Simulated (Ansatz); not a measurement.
Task: vertical and adiabatic energies of changing the electron count of CH4FSn, SMILES [CH3][SnH][F], with Ansatz's Python interface. Give the script and its output. Use (for the species named): PBE, def2-SVP basis, multiplicity 2, D4 dispersion.

```xyz
7

C    -0.5729    0.5128   -0.4842
Sn    0.5309   -0.4081    1.0301
F     2.3892   -0.2739    0.5751
H    -0.2556    1.6367   -0.5657
H    -1.6976    0.4759   -0.2635
H    -0.4325    0.0775   -1.4715
H     0.0998   -2.0888    1.1340
```

Script `adiabatic.py`:
```python
"""Vertical and adiabatic ionisation of CH4FSn."""

import itertools

import ansatz as az
from ase import Atoms
from ase.data import atomic_numbers, covalent_radii
import numpy as np

SETTINGS = {
    "basis": "def2-SVP",
    "functional": "PBE",
    "dispersion": "d4",
    "charge": 1,
}

atoms = Atoms(["C", "Sn", "F", "H", "H", "H", "H"], positions=[
    (-0.5729, 0.5128, -0.4842),
    (0.5309, -0.4081, 1.0301),
    (2.3892, -0.2739, 0.5751),
    (-0.2556, 1.6367, -0.5657),
    (-1.6976, 0.4759, -0.2635),
    (-0.4325, 0.0775, -1.4715),
    (0.0998, -2.0888, 1.134),
])
molecule = az.Crystal.molecule_from_ase(atoms)

job = (
    molecule.calculation()
    .basis(gaussian=SETTINGS["basis"])
    .functional(SETTINGS["functional"], dispersion=SETTINGS["dispersion"])
    .spin("collinear", total=1)
    .scf(lower_state_search="standard")
)
symbols = [site.symbol for site in molecule.cartesian_sites]
start = np.array([site.position_ang for site in molecule.cartesian_sites], dtype=float)
summary = job.relax(force_tolerance=0.01).run().report
end = np.array(summary["positions_ang"])

minimum = az.Crystal.molecule()
for symbol, place in zip(symbols, end):
    minimum = minimum.atom(symbol, place.tolist())
ion = (
    minimum.calculation()
    .basis(gaussian=SETTINGS["basis"])
    .functional(SETTINGS["functional"], dispersion=SETTINGS["dispersion"])
    .scf(lower_state_search="standard")
    .charge(SETTINGS["charge"])
)
vertical = ion.run().report
settled = ion.relax(force_tolerance=0.01, max_steps=80).run().report
print(f"vertical ionisation energy   {vertical['free_energy_ev'] - summary['free_energy_ev']:.3f} eV")
print(f"adiabatic, no zero point     {settled['free_energy_ev'] - summary['free_energy_ev']:.3f} eV")
print(f"relaxation energy of the ion {vertical['free_energy_ev'] - settled['free_energy_ev']:.3f} eV")
ionised = np.array(settled["positions_ang"])
# pairs closer than 1.2 times the sum of covalent radii, before or after
radius = [covalent_radii[atomic_numbers[s]] for s in symbols]
span = lambda where, i, j: np.linalg.norm(where[i] - where[j])
bonded = [(i, j) for i, j in itertools.combinations(range(len(symbols)), 2) if min(span(end, i, j), span(ionised, i, j)) < 1.2 * (radius[i] + radius[j])]
print("pair        before    after (A)")
for i, j in bonded:
    print(f"{symbols[i]}{i}-{symbols[j]}{j}".ljust(10), f"{span(end, i, j):8.4f} {span(ionised, i, j):8.4f}")
for first, second in list(itertools.combinations(bonded, 2)):
    shared = set(first) & set(second)
    if shared and symbols[(j := shared.pop())] != "H":
        i, k = sorted((set(first) | set(second)) - {j})
        u, v = ionised[i] - ionised[j], ionised[k] - ionised[j]
        angle = np.degrees(np.arccos(np.clip(u @ v / np.linalg.norm(u) / np.linalg.norm(v), -1, 1)))
        print(f"final angle {symbols[i]}{i}-{symbols[j]}{j}-{symbols[k]}{k}: {angle:.2f} deg")
```

```console
$ python adiabatic.py
vertical ionisation energy   8.318 eV
adiabatic, no zero point     7.392 eV
relaxation energy of the ion 0.926 eV
pair        before    after (A)
C0-Sn1       2.1995   2.1299
C0-H3        1.1054   1.1088
C0-H4        1.1071   1.1060
C0-H5        1.1081   1.1098
Sn1-F2       1.9788   1.9246
Sn1-H6       1.7712   1.7161
final angle Sn1-C0-H3: 106.29 deg
final angle Sn1-C0-H4: 109.16 deg
final angle Sn1-C0-H5: 106.07 deg
final angle C0-Sn1-F2: 110.97 deg
final angle C0-Sn1-H6: 141.91 deg
final angle H3-C0-H4: 112.52 deg
final angle H3-C0-H5: 110.46 deg
final angle H4-C0-H5: 111.96 deg
final angle F2-Sn1-H6: 107.12 deg
```

What to keep in mind:
- The settings weren't tested for convergence.
- The energies are electronic: no zero-point or thermal terms, and the basis set is short of its limit. The product may relax into another structure. The relaxation finds the nearest minimum, so the adiabatic value is an upper bound.
- def2 sets replace the cores of elements past krypton by effective core potentials.
- The species is open-shell (spin multiplicity 2).
- Only the spin states typed were run; another state of an ion can lie lower, by up to an eV or two.
- Wall time of the script: 81 s on 1 thread of Arm Neoverse V1 (shared host), peak memory 0.22 GiB.
